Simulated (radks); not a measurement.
# Ca²⁺ in [Ar]: an all-electron calculation

An exercise on one series of results from a longer session: the logs are not shown, and one member is left open.

Method: non-relativistic Kohn-Sham, BP86, spin-polarised, spherical densities, point nucleus. Code: radks (a radial shooting solver on a logarithmic mesh, Libxc functionals) version 1.

## What is computed

| Quantity | Value |
| --- | --- |
| element | calcium (Z = 20) |
| charge | +2 |
| electrons | 18 |
| configuration | [Ar] |

The outer shells:

Ca²⁺
```
[Ne] core
3s [↑↓]
3p [↑↓][↑↓][↑↓]
```

The first run:

Settings of this run:

```text
Z 20
configuration [Ar]
relativity non-relativistic
functional b88,p86
spin polarised
nucleus point
```

One table of the session follows, with a row left open; its other results are not shown here.

It belongs to the step «Shells». Sizes of the orbitals, from the radial functions (bohr):

| level | <r> | outermost maximum (interpolated) | 90 % within | nodes |
| --- | --- | --- | --- | --- |
| 1s | 0.07736 | 0.0508 | 0.138 | 0 |
| 2s | ? | ? | ? | ? |
| 2p | 0.3286 | 0.247 | 0.542 | 0 |
| 3s | 1.158 | 0.998 | 1.73 | 2 |
| 3p | 1.258 | 1.05 | 1.94 | 1 |

Estimate the missing values for 2s.

As computed: <r>: 0.3667; outermost maximum (interpolated): 0.302; 90 % within: 0.571; nodes: 1. In the column «<r>» it lies between 2p (0.3286) and 3s (1.158).
